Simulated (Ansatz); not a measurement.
# Cl2H5HfN2: the cost of one run

Program: Ansatz 0.2.0. Level of theory: UHF/def2-SVP. These are calculated values, not measurements.

### 1 The starting structure

Bond lengths: Hf1–Cl2 2.770 Å, Hf1–N3 2.210 Å, N3–H4 1.060 Å, N3–H5 1.060 Å, Hf1–N6 2.208 Å, N6–H7 1.060 Å, N6–H8 1.060 Å, Hf1–Cl9 2.518 Å. Angles: Cl2–Hf1–N3 109.4°, Cl2–Hf1–N6 109.5°, Cl2–Hf1–Cl9 109.5°, N3–Hf1–N6 109.5°, N3–Hf1–Cl9 109.5°, N6–Hf1–Cl9 109.5°, Hf1–N3–H4 120.0°, Hf1–N3–H5 120.0°, H4–N3–H5 120.0°, Hf1–N6–H7 120.0°, Hf1–N6–H8 120.0°, H7–N6–H8 120.0°.

As a file:

```xyz
10

Hf    0.0000    0.0000    0.0000
Cl    0.0000    0.0000    2.7700
N     2.0840    0.0000   -0.7359
H     2.5823   -0.9180   -0.9166
H     2.5853    0.9180   -0.9082
N    -1.0409    1.8034   -0.7359
H    -2.0610    1.7482   -1.0186
H    -0.5204    2.7241   -0.8065
Cl   -1.1869   -2.0563   -0.8392
H     0.0000    0.0000    4.4400
```

### 2 Pulling towards end A

Springs on the bonds that form and break draw the guess towards this end; the thresholds are loose.

File input.yaml:

```yaml
crystal:
  periodic: [false, false, false]
  atoms:
    - { symbol: Hf, position_ang: [0.0, 0.0, 0.0] }
    - { symbol: Cl, position_ang: [0.0, 0.0, 2.77] }
    - { symbol: "N", position_ang: [2.084, 0.0, -0.7359] }
    - { symbol: H, position_ang: [2.5823, -0.918, -0.9166] }
    - { symbol: H, position_ang: [2.5853, 0.918, -0.9082] }
    - { symbol: "N", position_ang: [-1.0409, 1.8034, -0.7359] }
    - { symbol: H, position_ang: [-2.061, 1.7482, -1.0186] }
    - { symbol: H, position_ang: [-0.5204, 2.7241, -0.8065] }
    - { symbol: Cl, position_ang: [-1.1869, -2.0563, -0.8392] }
    - { symbol: H, position_ang: [0.0, 0.0, 4.44] }
magnetization:
  spin_polarized: true
  initial_magnetization: 1
basis:
  gaussian: { orbitals: def2-SVP }
hamiltonian:
  xc: hf
relax:
  f_tol: 0.15
  max_steps: 25
  restrain:
    - { distance: [1, 9], at: 2.57, k: 30.0 }
    - { distance: [0, 1], at: 2.52, k: 30.0 }
```

The run is started by

```
$ ansatz run input.yaml --threads 4 --pin off --max-ram 5120MiB --backend cpu --events-out ev --progress --plain --runs-dir out
```

What time and memory should one allow on 4 threads of Arm Neoverse V1, shared host?

About 38 s, with a peak of 0.41 GiB.
